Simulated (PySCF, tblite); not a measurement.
# C8H11NO: geometry, infrared bands and NMR shifts

Aim: predict the infrared bands and NMR shifts of C8H11NO (`CC(C)c1cc[n+]([O-])cc1`).

Programs: tblite 0.8.0 and PySCF 2.14.0, with density-fitted response routines of our own. Each step states its level of theory. These are calculated values for one molecule in the gas phase, unless marked as measured. Atoms are numbered from 0 throughout.

### Step 1. The molecule as given

21 atoms, charge 0, multiplicity 1; geometry from: force field or distance geometry start.

Bonds of the start (Å): C0–C1 1.52, C1–C2 1.54, C1–C3 1.52, C3–C4 1.39, C4–C5 1.39, C5–N6 1.38, N6–O7 1.27, N6–C8 1.38, C8–C9 1.40, C9–C3 1.41, C0–H10 1.11, C0–H11 1.09, C0–H12 1.11, C1–H13 1.09, C2–H14 1.08, C2–H15 1.10, C2–H16 1.10, C4–H17 1.09, C5–H18 1.08, C8–H19 1.08, C9–H20 1.09.

### Step 2. Geometry optimisation with GFN2-xTB

Job settings and geometry (Å):

```
{"job": {"kind": "relax", "xc": "GFN2-xTB", "basis": "xTB"}, "charge": 0, "multiplicity": 1}
C     -1.999000     1.259600     0.051200
C     -1.344300    -0.004400    -0.486900
C     -1.999400    -1.261800     0.104600
C      0.156300     0.003100    -0.221600
C      1.052200    -0.027400    -1.280300
C      2.424100    -0.022300    -1.055000
N      2.942900     0.006300     0.226900
O      4.200800     0.011300     0.434400
C      2.060800     0.021000     1.291900
C      0.670800     0.019600     1.091500
H     -3.071500     1.279500    -0.221700
H     -1.540900     2.153900    -0.369200
H     -1.948300     1.337000     1.153200
H     -1.497500    -0.030800    -1.565800
H     -1.542100    -2.160400    -0.284500
H     -1.946900    -1.287700     1.206600
H     -3.068500    -1.283500    -0.166700
H      0.694100    -0.051100    -2.314400
H      3.188600    -0.033800    -1.812200
H      2.545400     0.044500     2.260900
H      0.013600     0.044400     1.956700
```

On the command line:

```
OMP_NUM_THREADS=1 python probes_run.py task.json out
```

The driver reads the jobs from task.json and runs them one after another.

**Question.** This job is followed by: GFN2-xTB harmonic vibrations, gas phase; GIAO PBE0/pcSseg-1 NMR shielding, non-relativistic, gas phase. Predict these results of the whole session: strongest single infrared mode (GFN2-xTB); zero-point energy (GFN2-xTB); ¹³C shifts against TMS (PBE0/pcSseg-1, means over atoms taken as alike); ¹H shifts against TMS (PBE0/pcSseg-1, means over atoms taken as alike); ¹⁵N shifts against NH3 (PBE0/pcSseg-1); ¹⁷O shifts against H2O (PBE0/pcSseg-1).

The runs gave:

| quantity | value |
| --- | --- |
| strongest single infrared mode (GFN2-xTB) | 1510 cm⁻¹, 209 km/mol |
| zero-point energy (GFN2-xTB) | 109.1 kcal/mol |
| ¹³C shifts against TMS (PBE0/pcSseg-1, means over atoms taken as alike) | 146.5, 144.0, 130.4, 38.8, 26.6 ppm |
| ¹H shifts against TMS (PBE0/pcSseg-1, means over atoms taken as alike) | 8.23, 7.18, 2.53, 1.22 ppm |
| ¹⁵N shifts against NH3 (PBE0/pcSseg-1) | 335.0 ppm |
| ¹⁷O shifts against H2O (PBE0/pcSseg-1) | 460.8 ppm |

**Reading.** Over 28 steps the energy fell by 0.150 eV; of the close pairs, C8–C9 changed most, 1.404 to 1.372 Å. No mode is imaginary among the 57: a minimum at this level. The strongest single mode, at 1510 cm⁻¹, is spread over many atoms; the largest shares are those of N6, C3. Unscaled tight-binding wavenumbers are off by several per cent, some by more. Its intensities can rank the bands wrongly. At PBE0/pcSseg-1: The widest tensor belongs to O7: span 532 ppm, with a paramagnetic part of -522 ppm. NICS(1)zz of -21 ppm above the planar ring from C3 marks a diatropic (aromatic) ring current.
